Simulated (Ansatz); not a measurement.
Runs of Ansatz 0.2.0 on CsLiCr2Te2S3. The structure is trigonal, space group P3m1 (No. 156). Conventional cell: a = 3.604 Å, b = 3.604 Å, c = 19.067 Å, α = 90.00°, β = 90.00°, γ = 120.00°. Around Cs (site symmetry 3m) lie 3 S at 3.38 Å and 6 Cs at 3.60 Å and 3 Te at 3.77 Å. Li (site symmetry 3m) has 6 S at 2.63 to 2.66 Å as nearest neighbours. Cr (site symmetry 3m) has 3 S at 2.40 Å and 3 Te at 2.74 Å as nearest neighbours. Around Cr (site symmetry 3m) lie 6 S at 2.43 to 2.45 Å. Around Te (site symmetry 3m) lie 6 Te at 3.60 Å and 3 Cs at 3.77 Å. Te (site symmetry 3m) has 3 Cr at 2.74 Å as nearest neighbours. Around S (site symmetry 3m) lie 3 Cr at 2.45 Å and 3 Li at 2.63 Å. S (site symmetry 3m) has 3 Cr at 2.40 Å and 3 Li at 2.66 Å as nearest neighbours. The cell was built by a generator and needn't be a form met in nature.

```tsv
task	level	potentials or basis	U	cell	k mesh	cutoff (eV)	hubbard projectors	double counting	points for each segment of the path	gap on the mesh (eV)	pressure (GPa)	moment (μB)	relaxed volume (Å³/atom)	largest force (eV/Å)
projected density of states	PBE+U	Ansatz PAW	Cr d U = 2 eV	as given	9 × 9 × 2	420	ortho-atomic (the default)	fll (the default)	-	none	1.3	5.93	-	0.40
projected density of states	PBE+U	Ansatz PAW	Cr d U = 4 eV	as given	9 × 9 × 2	420	ortho-atomic (the default)	fll (the default)	-	none	2.6	6.09	-	0.77
single point	PBE	PseudoDojo standard (PBE files)	-	as given	9 × 9 × 2	1279	-	-	-	none	0.2	5.65	-	0.05
relaxation of cell and atoms	r2SCAN	Ansatz PAW	-	relaxed	6 × 6 × 1	500	-	-	-	none	0.0	5.96	23.29	-
single point	PBE	SPMS NC	-	as given	9 × 9 × 2	871	-	-	-	none	(a)	5.65	-	0.04
relaxation of cell and atoms	LDA	Ansatz PAW	-	relaxed	6 × 6 × 1	420	-	-	-	none	0.0	5.46	20.86	-
band structure	r2SCAN	Ansatz PAW	-	as given	9 × 9 × 2	500	-	-	10	none	0.2	5.63	-	0.23
relaxation of cell and atoms	r2SCAN+rVV10	Ansatz PAW	-	relaxed	6 × 6 × 1	500	-	-	-	none	0.0	5.99	22.60	0.01
projected density of states	PBE+U	Ansatz PAW	Cr d U = 6 eV	as given	9 × 9 × 2	420	ortho-atomic (the default)	fll (the default)	-	none	4.0	6.12	-	(b)
projected density of states	PBE+U	Ansatz PAW	Cr d U = 8 eV	as given	9 × 9 × 2	420	ortho-atomic (the default)	fll (the default)	-	none	5.4	6.15	-	1.41
relaxation of cell and atoms	BLYP	Ansatz PAW	-	relaxed	6 × 6 × 1	420	-	-	-	none	0.0	5.68	28.46	-
band structure	RPBE	Ansatz PAW	-	as given	9 × 9 × 2	420	-	-	10	none	(c)	5.65	-	0.14
```

Alike in all rows: spin collinear, ferromagnetic start; smearing fermi-dirac 0.05 eV.

Problem. Fill in the values left out.

Solution. (a) 0.3; (b) 1.10; (c) 2.1.

Caveats: only a ferromagnetic start was run, and an antiferromagnetic order may lie lower in energy; the magnetic or orbital state may not be the lowest (some runs); the PAW data sets come from PBE, with cores solved anew for the run's functional, which leaves a small shift of forces and pressure (some runs); the density of states is complete only up to the lowest level of the last band computed (some runs); the plane-wave basis is chosen anew once the cell has moved, so the energies of steps on either side of that aren't comparable (some runs); forces of over 1 eV/Å show positions far from the minimum, so gaps and moduli don't describe the material at rest (some runs); the potentials were made for another functional, which shifts forces and pressure (some runs).

A k mesh can miss the band edges, and the runs leave out spin-orbit coupling on Cs, Te.

A gap of «none» marks a metal or a gap under the smearing width.

Not every run made on this cell is shown here.
